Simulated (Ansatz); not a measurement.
# Si: the cost of one run

Method: DFT LDA, scalar-relativistic, plane waves, PAW, in Ansatz 0.2.0.

### 1 The system as given

Symmetry: P6_3/mmc, No. 194, hexagonal system. Conventional cell: a = 2.666 Å, b = 2.666 Å, c = 4.506 Å, α = 90.00°, β = 90.00°, γ = 120.00°. Si (site symmetry -6m2) is surrounded by 12 Si at 2.67 to 2.73 Å.

Coordinates:

```
CELL_PARAMETERS angstrom
2.66558 0.00000 0.00000
-1.33279 2.30846 0.00000
0.00000 0.00000 4.50627
ATOMIC_POSITIONS crystal
Si 0.33333 0.66667 0.25000
Si 0.66667 0.33333 0.75000
```

The structure comes from the Materials Project (structure only).

### 2 A first look at the start

The input, input.yaml:

```yaml
crystal:
  lattice:
    - [2.6655775094, 0.0, 0.0]
    - [-1.3327887547, 2.3084578389, 0.0]
    - [0.0, 0.0, 4.50626927]
  atoms:
    - { symbol: Si, position: [0.33333333, 0.66666667, 0.25] }
    - { symbol: Si, position: [0.66666667, 0.33333333, 0.75] }
basis:
  ecutwfc: 420
kpoints:
  mp_grid: { grid: [9, 9, 4] }
hamiltonian:
  xc: lda
scf:
  occupations: { method: gaussian, width: 0.1 }
output:
  forces: true
  stress: true
  eigenvalues: true
```

Launch:

```console
> ansatz run input.yaml --threads 1 --pin off --max-ram 1228MiB --backend cpu --events-out ev --progress --plain --runs-dir out
```

Q: Estimate wall time and peak memory on 1 thread of an Arm CPU, shared host.

About 1.1 s, with a peak of 0.24 GiB.
